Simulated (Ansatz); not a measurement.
# Germanium tetrachloride (GeCl₄): up Jacob's ladder to CCSD(T)

One table from this session's results is given with a row withheld; the runs are named, their logs left out.

The runs use Ansatz 0.2.0, Gaussian basis; functionals in def2-TZVPP, the program's frozen cores in correlated methods.

Plan: LDA (SPW92), PBE-D4, revPBE-D4, BLYP-D4, r2SCAN-D4, B97M-V, PBE0-D4, B3LYP-D4, r2SCANh-D4, r2SCAN0-D4, HSE06-D4, BHLYP-D4, CAM-B3LYP-D4, LC-ωPBE, ωB97X-V, ωB97M-V, B2PLYP, PBE-QIDH; CCSD(T)/def2-SVP; CCSD(T)/def2-TZVPP; MP2/def2-QZVPP; extrapolation to the limit; RPA on PBE.

**The relaxed structure**

The geometry comes from an earlier relaxation with PBE0-D4 in a triple-zeta def2 set; it is a stationary point.

5 atoms, charge 0, spin multiplicity 1.

Atoms are counted from 1 here; the program's logs count them from 0.

Bond lengths: Cl1–Ge2 2.116 Å, Ge2–Cl3 2.116 Å, Ge2–Cl4 2.116 Å, Ge2–Cl5 2.116 Å. Angles: Cl1–Ge2–Cl3 109.5°, Cl1–Ge2–Cl4 109.5°, Cl1–Ge2–Cl5 109.5°, Cl3–Ge2–Cl4 109.5°, Cl3–Ge2–Cl5 109.5°, Cl4–Ge2–Cl5 109.5°.

Set-up of the first run:

File in.yaml:

```yaml
crystal:
  periodic: [false, false, false]
  atoms:
    - {symbol: Cl, position_ang: [-0.979009, -0.096347, 1.860618]}
    - {symbol: Ge, position_ang: [0.009970, -0.014727, -0.008289]}
    - {symbol: Cl, position_ang: [1.641552, -1.362157, -0.002361]}
    - {symbol: Cl, position_ang: [-1.341784, -0.550559, -1.545577]}
    - {symbol: Cl, position_ang: [0.719072, 1.950190, -0.345791]}
basis:
  gaussian: {orbitals: def2-TZVPP}
hamiltonian: {xc: lda}
output: {orbitals: {seedname: orbitals}}
```

The run is started by

```console
$ ansatz run in.yaml --threads 4 --pin off --events-out ev --progress --plain --max-ram 10444MiB
```

Steps of the session up to this table: LDA; PBE-D4 (GGA); revPBE-D4 (GGA); BLYP-D4 (GGA); r2SCAN-D4 (meta-GGA); B97M-V (meta-GGA); PBE0-D4 (hybrid); B3LYP-D4 (hybrid); r2SCANh-D4 (hybrid); r2SCAN0-D4 (hybrid); HSE06-D4 (hybrid); BHLYP-D4 (hybrid); CAM-B3LYP-D4 (range-separated); LC-ωPBE (range-separated); ωB97X-V (range-separated); ωB97M-V (range-separated); B2PLYP (double hybrid); PBE-QIDH (double hybrid).

One table of the session follows, with a row left open; its other results are not shown here.

It belongs to the step «Orbital energies across the functionals». 

| functional | HOMO (eV) | LUMO (eV) | gap (eV) |
| --- | --- | --- | --- |
| LDA (SPW92) | -8.34 | -3.51 | 4.83 |
| PBE-D4 | -8.20 | -3.20 | 5.00 |
| revPBE-D4 | -8.15 | -3.09 | 5.06 |
| BLYP-D4 | -8.01 | -3.14 | 4.87 |
| r2SCAN-D4 | -8.60 | -3.00 | 5.61 |
| B97M-V | -8.69 | -2.87 | 5.82 |
| PBE0-D4 | ? | ? | ? |
| B3LYP-D4 | -9.35 | -2.54 | 6.81 |
| r2SCANh-D4 | -9.13 | -2.64 | 6.49 |
| r2SCAN0-D4 | -9.93 | -2.11 | 7.82 |
| HSE06-D4 | -9.26 | -2.60 | 6.66 |
| BHLYP-D4 | -10.95 | -1.17 | 9.78 |
| CAM-B3LYP-D4 | -11.04 | -1.19 | 9.85 |
| LC-ωPBE | -12.53 | 0.07 | 12.59 |
| ωB97X-V | -12.12 | -0.01 | 12.11 |
| ωB97M-V | -11.92 | -0.13 | 11.79 |

**Question.** Estimate the row for PBE0-D4.

The run gave: HOMO (eV): -9.67; LUMO (eV): -2.23; gap (eV): 7.43. In the column «HOMO (eV)» it lies between r2SCAN0-D4 (-9.93) and B3LYP-D4 (-9.35).
